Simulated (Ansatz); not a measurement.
# CoO: energy against volume

This session on CoO sets out to follow the energy without spin against volume.

Program: Ansatz 0.2.0. Level of theory: DFT PBE+U, scalar-relativistic, plane waves, PAW. These are calculated values, not measurements.

1 further run of the same task is left out (it didn't finish).

### 1 The starting structure

It takes space group I4/mmm (No. 139, tetragonal). The conventional cell has a = 3.016 Å, b = 3.016 Å, c = 4.214 Å, α = 90.00°, β = 90.00°, γ = 90.00°. Co (site symmetry 4/mmm) has 6 O at 2.11 to 2.13 Å as nearest neighbours. Around O (site symmetry 4/mmm) lie 6 Co at 2.11 to 2.13 Å.

Coordinates:

```
Co O
1.0
    -1.50800    1.50800    2.10725
     1.50800   -1.50800    2.10725
     1.50800    1.50800   -2.10725
Co O
1 1
Direct
  0.00000 0.00000 0.00000
  0.50000 0.50000 0.00000
```

The structure comes from the Crystallography Open Database; it is used as listed.

### 2 The base input

File input.yaml:

```yaml
crystal:
  lattice:
    - [-1.5080001529, 1.5080001529, 2.1072499549]
    - [1.5080001529, -1.5080001529, 2.1072499549]
    - [1.5080001529, 1.5080001529, -2.1072499549]
  atoms:
    - { symbol: Co, position: [0.0, 0.0, 0.0], spin: 2.85 }
    - { symbol: O, position: [0.5, 0.5, 0.0], spin: 0.26 }
basis:
  ecutwfc: 420
kpoints:
  mp_grid: { grid: [12, 12, 12] }
hamiltonian:
  xc: pbe
  hubbard: { sites: [{ species: Co, l: d, u_eff: 3.32 }] }
scf:
  occupations: { method: gaussian, width: 0.02 }
output:
  forces: true
  stress: true
  eigenvalues: true
  populations: true
  write_density: true
  write_potential: true
  elf: true
  volumetric_format: npy
magnetization:
  spin_polarized: true
```

Its results, from an earlier run: -2845.6907 eV/atom at zero smearing, pressure 10.41 GPa, largest force 0.000 eV/Å, gap on the mesh 1.19 eV, site moments Co +2.59, O +0.23 μB, in 28 SCF cycles and 3.5 min.

### 3 V/V0 = 0.8, start: no spin polarisation

File input.yaml:

```yaml
crystal:
  lattice:
    - [-1.3999033342, 1.3999033342, 1.9561975721]
    - [1.3999033342, -1.3999033342, 1.9561975721]
    - [1.3999033342, 1.3999033342, -1.9561975721]
  atoms:
    - { symbol: Co, position: [0.0, 0.0, 0.0] }
    - { symbol: O, position: [0.5, 0.5, 0.0] }
basis:
  ecutwfc: 420
kpoints:
  mp_grid: { grid: [12, 12, 12] }
hamiltonian:
  xc: pbe
  hubbard: { sites: [{ species: Co, l: d, u_eff: 3.32 }] }
scf:
  occupations: { method: gaussian, width: 0.02 }
output:
  forces: true
  stress: true
  eigenvalues: true
```

The run is started by

```console
ansatz run input.yaml --threads 1 --pin off --max-ram 2560MiB --backend cpu --events-out ev --progress --plain --runs-dir out
```

### 4 V/V0 = 0.86, start: no spin polarisation

input.yaml, as its differences from that of step 3:

```diff
@@ -2,5 +2,5 @@
   lattice:
-    - [-1.3999033342, 1.3999033342, 1.9561975721]
-    - [1.3999033342, -1.3999033342, 1.9561975721]
-    - [1.3999033342, 1.3999033342, -1.9561975721]
+    - [-1.4340607057, 1.4340607057, 2.0039284158]
+    - [1.4340607057, -1.4340607057, 2.0039284158]
+    - [1.4340607057, 1.4340607057, -2.0039284158]
   atoms:
@@ -21 +21,5 @@
   eigenvalues: true
+  write_density: true
+  write_potential: true
+  elf: true
+  volumetric_format: npy
```

### 5 V/V0 = 0.92, start: no spin polarisation

File input.yaml:

```yaml
crystal:
  lattice:
    - [-1.4666640986, 1.4666640986, 2.0494877602]
    - [1.4666640986, -1.4666640986, 2.0494877602]
    - [1.4666640986, 1.4666640986, -2.0494877602]
  atoms:
    - { symbol: Co, position: [0.0, 0.0, 0.0] }
    - { symbol: O, position: [0.5, 0.5, 0.0] }
basis:
  ecutwfc: 420
kpoints:
  mp_grid: { grid: [12, 12, 12] }
hamiltonian:
  xc: pbe
  hubbard: { sites: [{ species: Co, l: d, u_eff: 3.32 }] }
scf:
  occupations: { method: gaussian, width: 0.02 }
output:
  forces: true
  stress: true
  eigenvalues: true
```

### 6 V/V0 = 0.96, start: no spin polarisation

input.yaml, as its differences from that of step 5:

```diff
@@ -2,5 +2,5 @@
   lattice:
-    - [-1.4666640986, 1.4666640986, 2.0494877602]
-    - [1.4666640986, -1.4666640986, 2.0494877602]
-    - [1.4666640986, 1.4666640986, -2.0494877602]
+    - [-1.4876192741, 1.4876192741, 2.078770113]
+    - [1.4876192741, -1.4876192741, 2.078770113]
+    - [1.4876192741, 1.4876192741, -2.078770113]
   atoms:
```

### 7 V/V0 = 1.04, start: no spin polarisation

input.yaml, as its differences from that of step 6:

```diff
@@ -2,5 +2,5 @@
   lattice:
-    - [-1.4876192741, 1.4876192741, 2.078770113]
-    - [1.4876192741, -1.4876192741, 2.078770113]
-    - [1.4876192741, 1.4876192741, -2.078770113]
+    - [-1.5278445359, 1.5278445359, 2.134980108]
+    - [1.5278445359, -1.5278445359, 2.134980108]
+    - [1.5278445359, 1.5278445359, -2.134980108]
   atoms:
```

### 8 V/V0 = 1.1, start: no spin polarisation

input.yaml, as its differences from that of step 7:

```diff
@@ -2,5 +2,5 @@
   lattice:
-    - [-1.5278445359, 1.5278445359, 2.134980108]
-    - [1.5278445359, -1.5278445359, 2.134980108]
-    - [1.5278445359, 1.5278445359, -2.134980108]
+    - [-1.5566785719, 1.5566785719, 2.1752722267]
+    - [1.5566785719, -1.5566785719, 2.1752722267]
+    - [1.5566785719, 1.5566785719, -2.1752722267]
   atoms:
```

### 9 V/V0 = 1.18, start: no spin polarisation

input.yaml, as its differences from that of step 8:

```diff
@@ -2,5 +2,5 @@
   lattice:
-    - [-1.5566785719, 1.5566785719, 2.1752722267]
-    - [1.5566785719, -1.5566785719, 2.1752722267]
-    - [1.5566785719, 1.5566785719, -2.1752722267]
+    - [-1.5935366439, 1.5935366439, 2.2267769765]
+    - [1.5935366439, -1.5935366439, 2.2267769765]
+    - [1.5935366439, 1.5935366439, -2.2267769765]
   atoms:
@@ -21 +21,5 @@
   eigenvalues: true
+  write_density: true
+  write_potential: true
+  elf: true
+  volumetric_format: npy
```

(Steps that only read results are left out.)

**Question.** What does this series show? Wanted: lowest point, start “no spin polarisation”.

**Answer**, as computed:

| quantity | value |
| --- | --- |
| lowest point, start “no spin polarisation” | V/V0 = 0.92 |

**Reading.** For the start “no spin polarisation” the lowest point lies at V/V0 = 0.92. The pressure passes through zero near V/V0 = 0.907, about 8.69 Å³/atom. The base cell is magnetic, so this curve without spin is not the ground state's. The listed cell is far from this method's equilibrium (10.4 GPa, forces up to 0.00 eV/Å), so its values are not those of the relaxed crystal. The final runs have no spin polarisation, so no magnetic state was tried and one may lie lower.
